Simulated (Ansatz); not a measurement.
**GeO (singlet): wave-function methods side by side at distance Ge1–O2 = 1.315 Å, cc-pVTZ**

The task here is to estimate one member of a computed series from the others.

The runs use Ansatz 0.2.0, Gaussian basis; cc-pVTZ, core rule «outside noble gas», up to 15 orbitals frozen.

Plan: UHF; CCSD(T) on RHF; BCCD(T) on RHF; CISD; CCSDT(Q) on RHF; CASSCF and NEVPT2, 2 electrons in 2 orbitals.

20 further runs of the same task are left out: 1 for a known fault of the program, 14 that didn't finish, 5 set aside as unsound or not needed.

### The system

The geometry derives from a PBE0/def2-TZVP stationary point (not a proven minimum). One bond is set to the value named and the two fragments are kept rigid. No spin-orbit coupling is included. The filled d shell of Ge may be among the frozen orbitals whatever the setting's name suggests; the logs give the count.

2 atoms, charge 0, spin multiplicity 1.

Atoms are counted from 1 here; the program's logs count them from 0.

Bond lengths: Ge1–O2 1.315 Å.

The first run:

File in.yaml:

```yaml
crystal:
  periodic: [false, false, false]
  atoms:
    - {symbol: Ge, position_ang: [0.000000, 0.000000, 0.000000]}
    - {symbol: O, position_ang: [0.000000, 0.000000, 1.315000]}
basis:
  gaussian: {orbitals: cc-pVTZ}
magnetization: {spin_polarized: true, initial_magnetization: 0}
hamiltonian: {xc: hf}
output: {orbitals: {seedname: orbitals}}
```

On the command line:

```bash
$ ansatz run in.yaml --threads 1 --pin off --events-out ev --progress --plain --max-ram 2393MiB
```

Steps of the session up to this table: UHF; CCSD(T) on RHF; BCCD(T) on RHF; CISD; CCSDT(Q) on RHF; CASSCF and NEVPT2, 2 electrons in 2 orbitals.

One of the session's tables, all rows but one given; the rest of the session is left out.

```
     method  from RCCSDT(Q) (kcal/mol)
        RHF                    +207.21
       RMP2                     +11.58
      RCCSD                      +9.16
   RCCSD(T)                      +0.70
    BCCD(T)                          ?
     RCCSDT                      +0.58
  RCCSDT(Q)                          0
CASSCF pair                    +195.48
NEVPT2 pair                     +11.43
```

Q: Estimate the row for BCCD(T) from the others.

The run gave: from RCCSDT(Q) (kcal/mol): +0.62. In the column «from RCCSDT(Q) (kcal/mol)» it lies between RCCSDT (+0.58) and RCCSD(T) (+0.70).

Not comparable, so not listed: CISD (they don't share determinant, frozen orbitals or solution with the rows shown, or repeat one).
